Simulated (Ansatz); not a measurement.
# LaPb2 (I4/mmm) in Ansatz: convergence with wavefunction cutoff

Aim: find how far wavefunction cutoff must go before the results for LaPb2 settle, at PBE. This setting moves, with any that are tied to it; all else stays.

All numbers are computed with Ansatz 0.2.0; they aren't measurements. Logs are shortened: lines on timing, memory, paths and dates and some standing lists are left out, and cuts for length are marked.

## 1. The structure

It takes space group I4/mmm (No. 139, tetragonal). The conventional cell has a = 4.133 Å, b = 4.133 Å, c = 11.277 Å, α = 90.00°, β = 90.00°, γ = 90.00°. Pb (site symmetry 4mm) is surrounded by 4 Pb at 3.26 Å and 5 La at 3.54 to 3.60 Å. Around La (site symmetry 4/mmm) lie 10 Pb at 3.54 to 3.60 Å.

The cell comes from a database or a generator and needn't be the stable form of this composition.

## 2. With wavefunction cutoff 400 eV

Contents of input.yaml:

```yaml
crystal:
  lattice:
    - [-2.066343, 2.066343, 5.63845]
    - [2.066343, -2.066343, 5.63845]
    - [2.066343, 2.066343, -5.63845]
  atoms:
    - { symbol: Pb, position: [0.6863945, 0.6863945, 0.0] }
    - { symbol: Pb, position: [0.3136055, 0.3136055, 0.0] }
    - { symbol: La, position: [0.0, 0.0, 0.0] }
hamiltonian:
  xc: pbe
  pseudopotentials: { kind: paw, level: accurate }
kpoints:
  mp_grid: { grid: [8, 8, 8] }
scf:
  occupations: { method: methfessel_paxton, width: 0.1 }
output:
  forces: true
  stress: true
  eigenvalues: true
basis:
  ecutwfc: "400 eV"
```

Potentials or basis: Ansatz PAW earlier set.

Launch:

```sh
$ ansatz run input.yaml --threads 2 --pin off --max-ram 5632MiB --backend cpu --events-out ev --progress --plain --runs-dir out
```

The program printed:

```text
Warning: basis.ecutwfc = 400 eV is below the records' recommended 700 eV, and the density's cutoff is lower with it unless basis.ecutrho_ratio is high enough to keep the records' density cutoff: compare with a run at a higher cutoff
Warning: RAYON_NUM_THREADS=2 ignored (pool sized by the plan → 2); use --threads N
basis.fft_grid_basis auto: the FFT boxes are laid along the combinations [[1, 0, 1], [0, 1, 1], [0, 0, 1]] of the cell's own vectors, 4.133, 4.133 and 6.351 Å long. The dense box has 27×27×45 points. Along the cell's own vectors, as sized, it would have 45×45×45, 2.78 times as many. Of the 16 symmetry operations that the crystal satisfies within crystal.symmetry.tolerance (time reversal apart; of a slab, those that keep its plane) the dense box along the cell's own vectors carries 16, and the one as laid loses 12 of those. basis.fft_grid_basis: typed keeps the cell's own vectors: state it where this run's energies or levels are differenced outside the engine with another run's, or held beside a run that keeps those vectors.
Engine: ansatz 0.2.0, x86_64-unknown-linux-gnu
Pseudopotentials: kind: paw, level: accurate
Pseudopotential: Pb, paw, valence charge 22, recommended cutoff 700 eV (high), Pb.paw.azcp
Pseudopotential: La, paw, valence charge 11, recommended cutoff 640 eV (high), La.paw.azcp
Functional definition: PBE
  parameter kappa = 0.804
  parameter beta = 0.06672455060314922
  exchange = pbe_x(kappa = kappa, mu = beta*pi^2/3)
  correlation = pbe_c(beta = beta)
Crystal: 3 atoms, lattice volume = 96.300 Å³
Basis set: ecut = 400 eV, 1775 PW (Γ), FFT grids on a1+a3, a2+a3, a3, exchange–correlation on 54×54×90 points (8 copies of the dense FFT grid, shifted against one another)
Bands: 33, of which v1, the nominal top of the filled ones, is band 28 counted from 1 (27 counted from 0)
Symmetry: 16 space group operations
Space group: I4/mmm (ITA 139), of the structure as read, at distance tolerance 4.6e-5 Å
k-points: 59 of 512
Non-local potential: Pb, projectors of the file, l = 0: 3, l = 1: 3, l = 2: 3, l = 3: 2
Non-local potential: La, projectors of the file, l = 0: 3, l = 1: 3, l = 2: 2, l = 3: 3
PAW form: soft (Blöchl's): semilocal exchange-correlation on the pseudo side does not see the compensation charge
PAW one-centre angular grid: Pb, 590 points (default); XC on 64 Gauss nodes
PAW one-centre angular grid: La, 590 points (default); XC on 64 Gauss nodes
Initial density: superposition of atomic densities (chi_scale 0.1, normalization cell, long waves kept (reshape's long-wave potential 0.00 eV rms))
Initial wavefunctions: pseudopotential atomic-orbital guess
Functional: x = pbe(κ = 0.804, μ = 0.2195149727645171), c = pbe(β = 0.06672455060314922)
[... 12 lines left out ...]
SCF iter  11: F=—  HF=-36865.550076 eV  |F-HF|=—  |Δ(HF+E_count)|=   1.68e-3  S|Δr|=    0.00e0  Δρ=2.09e-3  dr2=8.31e-3  ethr=2.03e-5  ⟨swp⟩=1.1  Hψ=2162  notcnv=0  defer=43
SCF iter  12: F=—  HF=-36865.548139 eV  |F-HF|=—  |Δ(HF+E_count)|=   1.94e-3  S|Δr|=    0.00e0  Δρ=1.61e-3  dr2=4.95e-3  ethr=1.51e-5  ⟨swp⟩=1.2  Hψ=2170  notcnv=0  defer=43
SCF iter  13: F=—  HF=-36865.545500 eV  |F-HF|=—  |Δ(HF+E_count)|=   2.64e-3  S|Δr|=    0.00e0  Δρ=3.96e-4  dr2=2.70e-4  ethr=9.00e-6  ⟨swp⟩=2.1  Hψ=3519  notcnv=0  defer=43
SCF iter  14: F=—  HF=-36865.545375 eV  |F-HF|=—  |Δ(HF+E_count)|=   1.26e-4  S|Δr|=    0.00e0  Δρ=2.37e-4  dr2=9.12e-5  ethr=4.92e-7  ⟨swp⟩=2.4  Hψ=3365  notcnv=0  defer=43
SCF iter  15: F=—  HF=-36865.545334 eV  |F-HF|=—  |Δ(HF+E_count)|=   4.05e-5  S|Δr|=    0.00e0  Δρ=5.58e-5  dr2=4.12e-6  ethr=1.66e-7  ⟨swp⟩=2.0  Hψ=3405  notcnv=0  defer=77
SCF iter  16: F=—  HF=-36865.545332 eV  |F-HF|=—  |Δ(HF+E_count)|=   2.22e-6  S|Δr|=    0.00e0  Δρ=1.18e-5  dr2=2.08e-7  ethr=7.49e-9  ⟨swp⟩=2.1  Hψ=3335  notcnv=0  defer=77
SCF iter  17: F=-36865.545332 eV  HF=-36865.545332 eV  |F-HF|=6.40e-9  |Δ(HF+E_count)|=   9.34e-8  S|Δr|=    0.00e0  Δρ=2.22e-6  dr2=7.04e-9  ethr=1.82e-10  ⟨swp⟩=11.1  Hψ=10449  notcnv=0
SCF 1 converged in 17 iterations: F = -36865.545332 eV  dr2 = 7.04e-9
SCF converged after 17 iterations
Stability not checked: this state was not tested for a lower state beside it, because cold or Methfessel-Paxton smearing, or corrected tetrahedra, fill the levels in a way that the test cannot read (fill_not_monotonic; see scf.lower_state_search)
Free energy (F): -36865.545332 eV
Harris-Foulkes:  -36865.545332 eV  (|F-HF|=6.40e-9)
Internal energy: -36865.544481 eV  (E = F + TS)
E sigma→0 (E₀):  -36865.545119 eV
Entropy (-TS):   -0.000850 eV (-0.283 meV/atom)
Fermi energy:    12.526229 eV
--- Per-component energies (eV) ---
  E_band       = -1384.725737
  E_kinetic    = 1846.297423
  E_local      = -11755.402492  (includes V_loc(G=0)·N_el)
  E_nonlocal   = 2947.711655
  E_hartree    = 3902.822614
  E_xc         = -626.870637
  E_vxc        = -742.460456  (∫ρ·V_xc dr)
  E_paw        = -26465.677312  (= ΣΔE_a)
  E_vpaw       = -1486.518345  (= ΣTr[D̂ρ^β])
  E_aug_tail   = -0.000860  (compensation charges beyond the density's cutoff)
  E_ewald      = -6714.424872
  E_smearing   = -0.000850  (= −TS)
  E_closure    = 0.000000  (closes the sum)
  Σ components = -36865.545332   (vs F -36865.545332, Δ=0.00e0)
--- Forces (eV/Å), atoms counted from 1 ---
  atom   1  Pb    -0.00000000     0.00000000    -0.09400257
  atom   2  Pb     0.00000000     0.00000000     0.09400257
  atom   3  La     0.00000000     0.00000000    -0.00000000
  max |Σ_I F_I| component: 1.04e-16 eV/Å
--- Stress (GPa, compression-positive) ---
       -0.435290       0.000000      -0.000000
        0.000000      -0.435290       0.000000
       -0.000000       0.000000       1.010919
  P = ⅓ Tr σ = 0.0468 GPa (0.468 kbar)
--- Band table (eV; the first three rows and the last of 59) ---
  k-point 0: bands = ["-126.9185", "-126.9183", "-68.6142", "-68.6142", "-68.6100", "-68.6100", "-68.5703", "-68.5691", "-20.6192", "-4.4965", "-4.3109", "-4.3109", "-4.3028", "-4.2692", "-4.1298", "-4.1298", "-4.0226", "-3.9919", "-3.9162", "-3.8884", "-3.8414", "-3.8414", "1.9071", "6.4467", "9.9309", "11.8280", "11.8280", "12.3492", "13.6018", "13.9107", "13.9829", "13.9829", "14.1833", "14.1833", "14.1867", "14.2728", "15.8406", "16.3000"]
  k-point 1: bands = ["-126.9185", "-126.9183", "-68.6135", "-68.6132", "-68.6101", "-68.6093", "-68.5700", "-68.5690", "-20.6132", "-4.4987", "-4.4066", "-4.3557", "-4.2392", "-4.1761", "-4.1264", "-4.1218", "-4.0525", "-3.9863", "-3.9272", "-3.8995", "-3.8613", "-3.8399", "2.2071", "6.1534", "10.2437", "11.1678", "11.8980", "12.5350", "13.5415", "13.8343", "14.0359", "14.0709", "14.1705", "14.1719", "14.2102", "14.3550", "14.6936", "16.0640"]
  k-point 2: bands = ["-126.9185", "-126.9184", "-68.6135", "-68.6119", "-68.6109", "-68.6095", "-68.5695", "-68.5690", "-20.5989", "-4.4737", "-4.4565", "-4.4217", "-4.2288", "-4.1858", "-4.1809", "-4.1030", "-4.0643", "-4.0010", "-3.9479", "-3.9346", "-3.8406", "-3.7994", "3.0347", "5.6392", "10.0647", "10.4569", "11.6938", "12.4142", "13.0268", "14.0215", "14.1062", "14.1233", "14.1423", "14.1874", "14.2557", "14.2860", "15.3838", "15.6117"]
  k-point 58: bands = ["-126.9185", "-126.9183", "-68.6135", "-68.6135", "-68.6094", "-68.6094", "-68.5706", "-68.5690", "-20.6186", "-4.3946", "-4.2977", "-4.2869", "-4.2869", "-4.2621", "-4.1343", "-4.0096", "-4.0096", "-3.9914", "-3.9914", "-3.9842", "-3.9841", "-3.8843", "2.4489", "5.4214", "11.5839", "12.2931", "12.4115", "12.4115", "13.2364", "13.3992", "13.9772", "14.0935", "14.0935", "14.1791", "14.3678", "14.3678", "14.5274", "14.5274"]
```

Wall time 43 s (2 threads of Intel Xeon at 2.50GHz (Skylake/Cascade Lake), shared host); peak memory 0.47 GiB.

What came out:

* Free energy: -36865.5453 eV
* Pressure: 0.0 GPa
* Largest force: 0.094 eV/Å
* Band gap on the k mesh: none (metal or under the smearing width)

## 3. With wavefunction cutoff 500 eV

Edit input.yaml of step 2 so:

```diff
@@ -21,2 +21,2 @@
 basis:
-  ecutwfc: "400 eV"
+  ecutwfc: "500 eV"
```

Potentials or basis: Ansatz PAW earlier set.

Launch:

```sh
$ ansatz run input.yaml --threads 2 --pin off --max-ram 5632MiB --backend cpu --events-out ev --progress --plain --runs-dir out
```

Wall time 53 s (2 threads of Intel Xeon at 2.50GHz (Skylake/Cascade Lake), shared host); peak memory 0.55 GiB.

Results:

- Free energy: -36866.1053 eV
- Pressure: 0.1 GPa
- Largest force: 0.094 eV/Å
- Band gap on the k mesh: none (metal or under the smearing width)

## 4. With wavefunction cutoff 600 eV

Edit input.yaml of step 3 so:

```diff
@@ -21,2 +21,2 @@
 basis:
-  ecutwfc: "500 eV"
+  ecutwfc: "600 eV"
```

Launch:

```sh
$ ansatz run input.yaml --threads 2 --pin off --max-ram 5632MiB --backend cpu --events-out ev --progress --plain --runs-dir out
```

It took 69 s on 2 threads of Intel Xeon at 2.50GHz (Skylake/Cascade Lake), shared host; peak memory 0.6 GiB.

Results:

```
Free energy            : -36866.1137 eV
Pressure               : 0.1 GPa
Largest force          : 0.094 eV/Å
Band gap on the k mesh : none (metal or under the smearing width)
```

## 5. With wavefunction cutoff 700 eV

Edit input.yaml of step 4 so:

```diff
@@ -21,2 +21,2 @@
 basis:
-  ecutwfc: "600 eV"
+  ecutwfc: "700 eV"
```

Launch:

```sh
$ ansatz run input.yaml --threads 2 --pin off --max-ram 5632MiB --backend cpu --events-out ev --progress --plain --runs-dir out
```

Run time: 72 s. Hardware: 2 threads of Intel Xeon at 2.50GHz (Skylake/Cascade Lake), shared host; peak memory 0.68 GiB.

Results:

| Property | Result |
| --- | --- |
| Free energy | -36866.1140 eV |
| Pressure | 0.1 GPa |
| Largest force | 0.094 eV/Å |
| Band gap on the k mesh | none (metal or under the smearing width) |

## 6. With wavefunction cutoff 850 eV

Edit input.yaml of step 5 so:

```diff
@@ -21,2 +21,2 @@
 basis:
-  ecutwfc: "700 eV"
+  ecutwfc: "850 eV"
```

Potentials or basis: Ansatz PAW earlier set.

Launch:

```sh
$ ansatz run input.yaml --threads 2 --pin off --max-ram 5632MiB --backend cpu --events-out ev --progress --plain --runs-dir out
```

It took 98 s on 2 threads of Intel Xeon at 2.50GHz (Skylake/Cascade Lake), shared host; peak memory 0.8 GiB.

Results (log left out):

```yaml
Free_energy: -36866.1141 eV
Pressure: 0.1 GPa
Largest_force: 0.094 eV/Å
Band_gap_on_the_k_mesh: none (metal or under the smearing width)
```

## 7. With wavefunction cutoff 1000 eV

Edit input.yaml of step 6 so:

```diff
@@ -21,2 +21,2 @@
 basis:
-  ecutwfc: "850 eV"
+  ecutwfc: "1000 eV"
```

Launch:

```sh
$ ansatz run input.yaml --threads 2 --pin off --max-ram 5632MiB --backend cpu --events-out ev --progress --plain --runs-dir out
```

It took 2.1 min on 2 threads of Intel Xeon at 2.50GHz (Skylake/Cascade Lake), shared host; peak memory 0.94 GiB.

It converged, with:

```yaml
Free_energy: -36866.1141 eV
Pressure: 0.1 GPa
Largest_force: 0.094 eV/Å
Band_gap_on_the_k_mesh: none (metal or under the smearing width)
```

## 8. With wavefunction cutoff 1200 eV

Edit input.yaml of step 7 so:

```diff
@@ -21,2 +21,2 @@
 basis:
-  ecutwfc: "1000 eV"
+  ecutwfc: "1200 eV"
```

Launch:

```sh
$ ansatz run input.yaml --threads 2 --pin off --max-ram 5632MiB --backend cpu --events-out ev --progress --plain --runs-dir out
```

Wall time 2.9 min (2 threads of Intel Xeon at 2.50GHz (Skylake/Cascade Lake), shared host); peak memory 1.1 GiB.

The run converged. Its results:

```
Free energy            : -36866.1143 eV
Pressure               : 0.1 GPa
Largest force          : 0.094 eV/Å
Band gap on the k mesh : none (metal or under the smearing width)
```

## 9. With wavefunction cutoff 1400 eV

Edit input.yaml of step 8 so:

```diff
@@ -21,2 +21,2 @@
 basis:
-  ecutwfc: "1200 eV"
+  ecutwfc: "1400 eV"
```

Potentials or basis: Ansatz PAW earlier set.

Launch:

```sh
$ ansatz run input.yaml --threads 2 --pin off --max-ram 5632MiB --backend cpu --events-out ev --progress --plain --runs-dir out
```

Wall time 3.7 min (2 threads of Intel Xeon at 2.50GHz (Skylake/Cascade Lake), shared host); peak memory 1.3 GiB.

Results (log left out):

```
Free energy            : -36866.1144 eV
Pressure               : 0.1 GPa
Largest force          : 0.094 eV/Å
Band gap on the k mesh : none (metal or under the smearing width)
```

## 10. With wavefunction cutoff 1700 eV

Edit input.yaml of step 9 so:

```diff
@@ -21,2 +21,2 @@
 basis:
-  ecutwfc: "1400 eV"
+  ecutwfc: "1700 eV"
```

Launch:

```sh
$ ansatz run input.yaml --threads 2 --pin off --max-ram 5632MiB --backend cpu --events-out ev --progress --plain --runs-dir out
```

Run time: 4.7 min. Hardware: 2 threads of Intel Xeon at 2.50GHz (Skylake/Cascade Lake), shared host; peak memory 1.7 GiB.

The run converged. Its results:

| Property | Result |
| --- | --- |
| Free energy | -36866.1145 eV |
| Pressure | 0.1 GPa |
| Largest force | 0.094 eV/Å |
| Band gap on the k mesh | none (metal or under the smearing width) |

## 11. Result

```
wavefunction cutoff  energy less the tightest run, at zero smearing (meV/atom)  pressure (GPa)  SCF cycles  CPU time (s)  peak memory (GiB)
             400 eV                                                     189.71            0.05          17            42               0.47
             500 eV                                                       3.06            0.10          18            64               0.55
             600 eV                                                       0.27            0.10          18            77                0.6
             700 eV                                                       0.17            0.10          17            93               0.68
             850 eV                                                       0.14            0.10          17           130                0.8
            1000 eV                                                       0.12            0.10          18           170               0.94
            1200 eV                                                       0.06            0.10          18           230                1.1
            1400 eV                                                       0.04            0.10          18           290                1.3
            1700 eV                                                       0.00            0.10          17           390                1.7
```

Against the tightest run, the energy stays within 1 meV/atom from 600 eV on; the pressure stays within 0.1 GPa from 400 eV on. The tightest run that finished is the yardstick and may itself not be fully converged.
